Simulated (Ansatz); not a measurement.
# SrAl3 (AuCu3 type): a single-point run

The task is a single-point run on SrAl3 (AuCu3 type). The structure is shown as the input types it.

Program: Ansatz 0.2.0. Level of theory: DFT PBE, scalar-relativistic, plane waves, PAW. These are calculated values, not measurements.

### 1 The starting structure

It takes space group Pm-3m (No. 221, cubic). Conventional cell: a = 4.474 Å, b = 4.474 Å, c = 4.474 Å, α = 90.00°, β = 90.00°, γ = 90.00°. Sr (site symmetry m-3m) is surrounded by 12 Al at 3.16 Å. Al (site symmetry 4/mmm) has 4 Sr at 3.16 Å and 8 Al at 3.16 Å in its first shell of neighbours.

As a file:

```cif
data_structure
_symmetry_space_group_name_H-M 'P 1'
_symmetry_Int_Tables_number 1
_cell_length_a 4.4737
_cell_length_b 4.4737
_cell_length_c 4.4737
_cell_angle_alpha 90.000
_cell_angle_beta 90.000
_cell_angle_gamma 90.000
_cell_volume 89.54
loop_
_atom_site_label
_atom_site_type_symbol
_atom_site_fract_x
_atom_site_fract_y
_atom_site_fract_z
_atom_site_occupancy
Sr1 Sr 0.00000 0.00000 0.00000 1
Al1 Al 0.00000 0.50000 0.50000 1
Al2 Al 0.50000 0.50000 0.00000 1
Al3 Al 0.50000 0.00000 0.50000 1
```

### 2 Running it

The input, input.yaml:

```yaml
crystal:
  lattice:
    - [4.4737020881, 0.0, 0.0]
    - [0.0, 4.4737020881, 0.0]
    - [0.0, 0.0, 4.4737020881]
  atoms:
    - { symbol: Sr, position: [0.0, 0.0, 0.0] }
    - { symbol: Al, position: [0.0, 0.5, 0.5] }
    - { symbol: Al, position: [0.5, 0.5, 0.0] }
    - { symbol: Al, position: [0.5, 0.0, 0.5] }
basis:
  ecutwfc: 420
  ecutrho_ratio: 2
kpoints:
  mp_grid: { grid: [8, 8, 8] }
hamiltonian:
  xc: pbe
scf:
  occupations: { method: gaussian, width: 0.05 }
  max_iter: 50
output:
  forces: true
  stress: true
```

Launch:

```bash
$ ansatz run input.yaml --threads 2 --pin off --max-ram 2662MiB --backend cpu --events-out ev --progress --plain --runs-dir out
```

**Question.** How will this run end, and is anything wrong with its input?

The program finished normally, with warnings (cutoff below recommended). Its log warns: «basis.ecutrho_ratio = 2 (ecutrho = 840 eV) is below the records' recommended 1680 eV»

Look at the input: basis.ecutrho_ratio is 2. What could go wrong: density grid too coarse. It still converged here, which does not make the setting sound.

To check: set basis.ecutrho_ratio to 4.
